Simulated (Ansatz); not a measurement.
# AlClGaH5OSi: small, medium and large basis sets

How large a basis does AlClGaH5OSi need? Two functionals are run in growing sets.

Program: Ansatz 0.2.0, Gaussian basis. Level of theory: one geometry, several basis sets. These are calculated values, not measurements.

The runs, in order: PBE0-D4/def2-SVP; ωB97M-V/def2-SVP; PBE0-D4/def2-QZVPP; ωB97M-V/def2-QZVPP; the functionals' def2-TZVPP values are taken from earlier runs.

## (1) The relaxed structure

The geometry comes from an earlier relaxation with PBE0-D4 in a triple-zeta def2 set; it is a stationary point, not always the lowest conformer.

SMILES `[SiH3][O][Al]([Cl])[GaH2]`, 10 atoms, charge 0, spin multiplicity 1.

Atoms are counted from 1 here; the program's logs count them from 0.

Bond lengths: Si1–O2 1.630 Å, Si1–H6 1.487 Å, Si1–H7 1.487 Å, Si1–H8 1.486 Å, O2–Al3 1.681 Å, Al3–Cl4 2.107 Å, Al3–Ga5 2.498 Å, Ga5–H9 1.573 Å, Ga5–H10 1.573 Å. Angles: O2–Si1–H6 110.3°, O2–Si1–H7 110.4°, O2–Si1–H8 109.3°, H6–Si1–H7 109.0°, H6–Si1–H8 109.0°, H7–Si1–H8 108.9°, Si1–O2–Al3 160.9°, O2–Al3–Cl4 117.2°, O2–Al3–Ga5 122.0°, Cl4–Al3–Ga5 120.8°, Al3–Ga5–H9 121.5°, Al3–Ga5–H10 121.4°, H9–Ga5–H10 117.1°.

## (2) PBE0-D4 in def2-SVP

Input file in.yaml:

```yaml
crystal:
  periodic: [false, false, false]
  atoms:
    - {symbol: Si, position_ang: [1.142280, -1.528190, 1.394421]}
    - {symbol: O, position_ang: [0.335884, -0.522416, 0.396400]}
    - {symbol: Al, position_ang: [-0.606440, 0.028326, -0.881470]}
    - {symbol: Cl, position_ang: [-1.346389, -1.416794, -2.224825]}
    - {symbol: Ga, position_ang: [-1.122632, 2.452207, -1.198596]}
    - {symbol: H, position_ang: [2.252685, -2.196009, 0.665376]}
    - {symbol: H, position_ang: [0.225469, -2.566136, 1.935554]}
    - {symbol: H, position_ang: [1.707653, -0.747022, 2.525638]}
    - {symbol: H, position_ang: [-2.400658, 3.110459, -0.559056]}
    - {symbol: H, position_ang: [-0.187820, 3.385574, -2.053432]}
basis:
  gaussian: {orbitals: def2-SVP}
hamiltonian: {xc: pbe0, dispersion: d4}
output: {orbitals: {seedname: orbitals}}
```

The runs that follow: ωB97M-V in def2-SVP; PBE0-D4 in def2-QZVPP; ωB97M-V in def2-QZVPP.

**Question.** What will the summary of the whole plan be? Wanted: PBE0-D4: double and triple zeta above quadruple; ωB97M-V: double and triple zeta above quadruple.

As calculated:

| quantity | value |
| --- | --- |
| PBE0-D4: double and triple zeta above quadruple | 21.03, 2.17 eV |
| ωB97M-V: double and triple zeta above quadruple | 20.93, 2.08 eV |

**Reading.** PBE0-D4 gains 18.87 eV from double to triple zeta, then 2.17 eV more. These are total energies; as a rule much of such shifts cancels in differences, which this series doesn't test.
